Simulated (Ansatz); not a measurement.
Runs of Ansatz 0.2.0 on NiMoIrPdW. The structure is trigonal, space group P3m1 (No. 156). Conventional cell: a = 2.766 Å, b = 2.766 Å, c = 11.023 Å, α = 90.00°, β = 90.00°, γ = 120.00°. Ni (site symmetry 3m) is surrounded by 3 Mo at 2.60 Å and 3 Pd at 2.71 Å and 6 Ni at 2.77 Å. Around Mo (site symmetry 3m) lie 3 Ni at 2.60 Å and 6 Mo at 2.77 Å and 3 Ir at 2.82 Å. Pd (site symmetry 3m) is surrounded by 3 Ni at 2.71 Å and 3 W at 2.74 Å and 6 Pd at 2.77 Å. Ir (site symmetry 3m) is surrounded by 3 W at 2.74 Å and 6 Ir at 2.77 Å and 3 Mo at 2.82 Å. Around W (site symmetry 3m) lie 3 Pd at 2.74 Å and 3 Ir at 2.74 Å and 6 W at 2.77 Å. The cell was built by a generator and needn't be a form met in nature.

```tsv
potentials or basis	cutoff (eV)	gap on the mesh (eV)	pressure (GPa)	moment (μB)	largest force (eV/Å)
Ansatz NC with PseudoDojo standard (PBE files)	1400	none	0.2	0.00	0.15
SPMS NC	925	none	(b)	0.00	(a)
PseudoDojo standard (PBE files)	1333	none	0.1	0.00	0.17
Ansatz PAW earlier set	1080	none	0.2	0.00	0.15
JTH PAW	2400	none	0.4	0.00	0.16
```

Alike in all rows: task single point; level PBE; spin collinear, ferromagnetic start; cell as given; k mesh 11 × 11 × 3; smearing fermi-dirac 0.05 eV.

**Question.** Estimate the missing entries.

**Answer.** (a) 0.20; (b) 0.3.

A k mesh can miss the band edges, and the runs leave out spin-orbit coupling on Ir, Mo, Pd, W.

A gap of «none» marks a metal or a gap under the smearing width.

Not every run made on this cell is shown here.
